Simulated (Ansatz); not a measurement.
Crystal: MgC2.

```xyz
6
Lattice="3.9508 0.0000 0.0000 0.0000 3.9508 0.0000 0.0000 0.0000 4.9871" Properties=species:S:1:pos:R:3 pbc="T T T"
Mg    0.0000    0.0000    2.4935
Mg    1.9754    1.9754    0.0000
C     1.5315    2.4192    2.4935
C     0.4439    0.4439    0.0000
C     2.4192    1.5315    2.4935
C     3.5069    3.5069    0.0000
```

The cell comes from a database or a generator and needn't be the stable form of this composition.

* Program: Ansatz 0.2.0
* Task: relaxation of cell and atoms
* Functional: r2SCAN
* Potentials or basis: Ansatz PAW
* Cutoff: 500 eV (not typed: the program's choice for these potentials)
* k mesh: 7 × 7 × 6
* Occupations: fermi-dirac, width 0.05 eV
* Spin: no spin polarisation

At the start: volume 12.97 Å³/atom.

Task: How do energy, volume and symmetry change on relaxing?

Result: It ends after 5 steps and the volume is 12.74 Å³/atom (-1.8 %); space group P4_2/mnm (No. 136, to 0.05 Å).

Step by step:
| step | energy change (eV) | largest force (eV/Å) | volume (Å³) |
| --- | --- | --- | --- |
| 1 | 0.0000 | 0.7592 | 77.84 |
| 2 | -0.0128 | 0.1187 | 76.72 |
| 3 | -0.0133 | 0.0030 | 76.45 |
| 4 | -0.0133 | 0.0055 | 76.45 |
| 5 | -0.0130 | 0.0055 | 76.45 |

Final structure:
```
Mg C
1.0
     3.93556    0.00000    0.00000
     0.00000    3.93556    0.00000
     0.00000    0.00000    4.93588
Mg C
2 4
Direct
  0.00000 0.00000 0.50000
  0.50000 0.50000 0.00000
  0.38816 0.61184 0.50000
  0.11184 0.11184 0.00000
  0.61184 0.38816 0.50000
  0.88816 0.88816 0.00000
```

Caveat: the plane-wave basis is chosen anew once the cell has moved, so the energies of steps on either side of that aren't comparable; the PAW data sets come from PBE, with cores solved anew for the run's functional, which leaves a small shift of forces and pressure.
